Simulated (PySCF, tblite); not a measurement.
**C₃H₉BOSi₂: geometry, infrared bands and NMR shifts**

What infrared bands and NMR shifts should C₃H₉BOSi₂ (`B[C@@]1([SiH3])C=CO[SiH2]1`) show?

Computed with tblite 0.8.0 and PySCF 2.14.0, with density-fitted response routines of our own, on a single molecule in the gas phase. Atoms count from 0, in the outputs and in this text.

## Step 1: The starting structure

16 atoms, charge 0, multiplicity 1; geometry from: force field or distance geometry start.

Bonds of the start (Å): B0–C1 1.57, C1–Si2 1.87, C1–C3 1.48, C3–C4 1.28, C4–O5 1.36, O5–Si6 1.74, Si6–C1 1.88, B0–H7 1.18, B0–H8 1.18, Si2–H9 1.46, Si2–H10 1.46, Si2–H11 1.48, C3–H12 1.10, C4–H13 1.12, Si6–H14 1.46, Si6–H15 1.45.

## Step 2: Geometry optimisation with GFN2-xTB

What the job is given:

```
{"job": {"kind": "relax", "xc": "GFN2-xTB", "basis": "xTB"}, "charge": 0, "multiplicity": 1}
B     -0.555200    -1.378500    -1.190100
C      0.049200    -0.269400    -0.259000
Si     1.864600    -0.550200     0.115600
C     -0.176400     1.113900    -0.719200
C     -0.653800     1.950800     0.128200
O     -0.933100     1.537300     1.398300
Si    -0.979600    -0.204500     1.308000
H     -0.995100    -1.034500    -2.229900
H     -1.134300    -2.264100    -0.658400
H      2.056400    -1.942400     0.505500
H      2.286300     0.421900     1.118400
H      2.596700    -0.248000    -1.129600
H      0.064700     1.381900    -1.756900
H     -0.847500     3.017000    -0.166000
H     -0.313200    -0.848300     2.442400
H     -2.337400    -0.674000     1.081300
```

On the command line:

```bash
$ OMP_NUM_THREADS=1 python probes_run.py task.json out
```

One launch serves the whole session: the jobs run in the order shown.

**Question.** This job is followed by: GFN2-xTB harmonic vibrations, gas phase; GIAO PBE0/pcSseg-1 NMR shielding, non-relativistic, gas phase. Predict these results of the whole session: strongest single infrared mode (GFN2-xTB); zero-point energy (GFN2-xTB); 13C shifts against TMS (PBE0/pcSseg-1); 1H shifts against TMS (PBE0/pcSseg-1, means over atoms taken as alike); 11B shifts against BF3·OEt2 (PBE0/pcSseg-1); 29Si shifts against TMS (PBE0/pcSseg-1); 17O shifts against H2O (PBE0/pcSseg-1).

As calculated:

| quantity | value |
| --- | --- |
| strongest single infrared mode (GFN2-xTB) | 2259 cm⁻¹, 416 km/mol |
| zero-point energy (GFN2-xTB) | 65.1 kcal/mol |
| 13C shifts against TMS (PBE0/pcSseg-1) | 153.1, 117.8, 43.4 ppm |
| 1H shifts against TMS (PBE0/pcSseg-1, means over atoms taken as alike) | 7.44, 6.51, 5.81, 5.53, 5.37, 4.05 ppm |
| 11B shifts against BF3·OEt2 (PBE0/pcSseg-1) | 79.9 ppm |
| 29Si shifts against TMS (PBE0/pcSseg-1) | -8.8, -78.7 ppm |
| 17O shifts against H2O (PBE0/pcSseg-1) | 108.3 ppm |

What this shows: Over 72 steps the energy fell by 0.717 eV; of the close pairs, O5–Si6 changed most, 1.745 to 1.644 Å. No mode is imaginary among the 42: a minimum at this level. The strongest single mode, at 2259 cm⁻¹, moves mainly H9 and H15. Unscaled tight-binding wavenumbers are off by several per cent, some by more. Its intensities can rank the bands wrongly. C4 (alkene carbon bearing oxygen) lies farthest downfield among carbon, at 153.1 ppm; an sp2 carbon further deshielded by the attached heteroatom.
